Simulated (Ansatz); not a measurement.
# Si2W: stress in a strained cell

Aim: deform Si2W (equal xx and yy strain of -2 %) and compute stress, forces and field gradients with LAPW and PAW.

Program: Ansatz 0.2.0. Level of theory: DFT PBEsol, scalar-relativistic. These are calculated values, not measurements.

2 further runs of the same task are left out: 2 that didn't finish. Runs told in other sessions of the task aren't counted.

### Step 1. Starting point

Symmetry: I4/mmm, No. 139, tetragonal system. Conventional cell: a = 3.212 Å, b = 3.212 Å, c = 7.880 Å, α = 90.00°, β = 90.00°, γ = 90.00°. Si (site symmetry 4mm) has 5 Si at 2.62 to 2.63 Å and 5 W at 2.62 Å in its first shell of neighbours. Around W (site symmetry 4/mmm) lie 10 Si at 2.62 Å.

As a file:

```
Si W
1.0
    -1.60600    1.60600    3.94000
     1.60600   -1.60600    3.94000
     1.60600    1.60600   -3.94000
Si W
2 1
Cartesian
  0.0000 0.0000 2.6240
  0.0000 0.0000 5.2560
  0.0000 0.0000 0.0000
```

Atoms are numbered in the order of the input: Si1, Si2, W3.

### Step 2. The deformed structure

Space group I4/mmm before, I4/mmm after.

### Step 3. Full-potential LAPW

input.yaml reads:

```yaml
crystal:
  lattice:
    - [-1.57388, 1.57388, 3.94]
    - [1.57388, -1.57388, 3.94]
    - [1.57388, 1.57388, -3.94]
  atoms:
    - { symbol: Si, position: [0.333, 0.333, 0.0] }
    - { symbol: Si, position: [0.667, 0.667, 0.0] }
    - { symbol: W, position: [0.0, 0.0, 0.0] }
kpoints:
  mp_grid: { grid: [18, 18, 18] }
  band_path:
    path:
      - [0.0, 0.0, 0.0]
      - [0.0, 0.0, 0.5]
      - [0.25, 0.25, 0.25]
      - [0.0, 0.5, 0.0]
      - [0.0, 0.0, 0.0]
      - [0.5, 0.5, -0.5]
      - [0.2898924582, 0.7101075418, -0.2898924582]
      - [-0.2898924582, 0.2898924582, 0.2898924582]
      - [0.0, 0.0, 0.0]
    npoints: 5
scf:
  occupations: { method: fermi_dirac, width: 0.03 }
hamiltonian:
  xc: pbesol
  pseudopotentials: { kind: all_electron, lapw: { basis_error: 0.0005 } }
output:
  forces: true
  stress: true
  eigenvalues: true
```

On the command line:

```sh
$ ansatz run input.yaml --threads 1 --pin off --max-ram 4096MiB --backend cpu --events-out ev --progress --plain --runs-dir out
```

### Step 4. Frozen-core PAW

input.yaml reads:

```yaml
crystal:
  lattice:
    - [-1.57388, 1.57388, 3.94]
    - [1.57388, -1.57388, 3.94]
    - [1.57388, 1.57388, -3.94]
  atoms:
    - { symbol: Si, position: [0.333, 0.333, 0.0] }
    - { symbol: Si, position: [0.667, 0.667, 0.0] }
    - { symbol: W, position: [0.0, 0.0, 0.0] }
kpoints:
  mp_grid: { grid: [18, 18, 18] }
scf:
  occupations: { method: fermi_dirac, width: 0.03 }
hamiltonian:
  xc: pbesol
  pseudopotentials: { kind: paw }
output:
  forces: true
  stress: true
  eigenvalues: true
  efg: { contact_densities: true }
```

(Steps that only read results are left out.)

What does the calculation give? Wanted: pressure; largest shear or deviatoric stress.

As calculated:

| quantity | value |
| --- | --- |
| pressure | LAPW 5.79, PAW 5.86 GPa |
| largest shear or deviatoric stress (LAPW) | 6.96 GPa |

The largest part of the stress beyond the pressure is 6.96 GPa in size, in the zz component; the atoms are carried along and not relaxed. No run of the undeformed cell stands beside it, so pressure and stress hold what the given cell had before the change, as far as its symmetry allows. PAW: stress within 0.09 GPa of LAPW, forces within 4 meV/Å. Spin-orbit coupling is left out, though the cell holds W; in elements this heavy it can shift bands and gaps by tenths of an eV.
